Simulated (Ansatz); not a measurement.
# C₂H₆BF: small, medium and large basis sets

One table from this session's results is given with a row withheld; the runs are named, their logs left out.

Program: Ansatz 0.2.0, Gaussian basis. Level of theory: one geometry, several basis sets. These are calculated values, not measurements.

Levels to be run: PBE0-D4/def2-SVP; ωB97M-V/def2-SVP; PBE0-D4/def2-QZVPP; ωB97M-V/def2-QZVPP; the functionals' def2-TZVPP values are taken from earlier runs.

### Structure used throughout

All runs share one geometry, relaxed beforehand with PBE0-D4 in a triple-zeta def2 set.

10 atoms, charge 0, spin multiplicity 1.

Atoms are counted from 1 here; the program's logs count them from 0.

Bond lengths: C1–B2 1.563 Å, C1–H5 1.092 Å, C1–H6 1.098 Å, C1–H7 1.092 Å, B2–C3 1.563 Å, B2–F4 1.337 Å, C3–H8 1.098 Å, C3–H9 1.092 Å, C3–H10 1.092 Å. Angles: B2–C1–H5 112.8°, B2–C1–H6 107.8°, B2–C1–H7 113.1°, H5–C1–H6 106.1°, H5–C1–H7 109.7°, H6–C1–H7 107.0°, C1–B2–C3 125.0°, C1–B2–F4 117.5°, C3–B2–F4 117.4°, B2–C3–H8 107.8°, B2–C3–H9 112.9°, B2–C3–H10 113.0°, H8–C3–H9 106.8°, H8–C3–H10 106.2°, H9–C3–H10 109.7°.

The first run:

Input file in.yaml:

```yaml
crystal:
  periodic: [false, false, false]
  atoms:
    - {symbol: C, position_ang: [-0.809486, 0.997031, -0.526944]}
    - {symbol: B, position_ang: [-0.100150, -0.388255, -0.387129]}
    - {symbol: C, position_ang: [0.889165, -0.777457, 0.758254]}
    - {symbol: F, position_ang: [-0.358484, -1.312326, -1.318910]}
    - {symbol: H, position_ang: [-0.212489, 1.819631, -0.126924]}
    - {symbol: H, position_ang: [-1.728115, 0.967020, 0.074406]}
    - {symbol: H, position_ang: [-1.106638, 1.223727, -1.552621]}
    - {symbol: H, position_ang: [1.900229, -0.487198, 0.442067]}
    - {symbol: H, position_ang: [0.914432, -1.851820, 0.951192]}
    - {symbol: H, position_ang: [0.694536, -0.241353, 1.689510]}
basis:
  gaussian: {orbitals: def2-SVP}
hamiltonian: {xc: pbe0, dispersion: d4}
output: {orbitals: {seedname: orbitals}}
```

Started as:

```bash
ansatz run in.yaml --threads 4 --pin off --events-out ev --progress --plain --max-ram 10444MiB
```

Among the steps run: PBE0-D4 in def2-SVP; ωB97M-V in def2-SVP; PBE0-D4 in def2-QZVPP; ωB97M-V in def2-QZVPP.

One table of the session follows, with a row left open; its other results are not shown here.

It belongs to the step «Functionals by basis». 

| functional | basis | HOMO (eV) | LUMO (eV) |
| --- | --- | --- | --- |
| PBE0-D4 | def2-SVP | -8.62 | 0.26 |
| PBE0-D4 | def2-TZVPP | -8.69 | 0.12 |
| PBE0-D4 | def2-QZVPP | -8.70 | 0.08 |
| ωB97M-V | def2-SVP | -10.96 | 2.39 |
| ωB97M-V | def2-TZVPP | -11.03 | 1.97 |
| ωB97M-V | def2-QZVPP | ? | ? |

**Question.** Estimate the row for ωB97M-V, def2-QZVPP.

As computed: HOMO (eV): -11.05; LUMO (eV): 1.59. In the column «HOMO (eV)» it is the lowest.
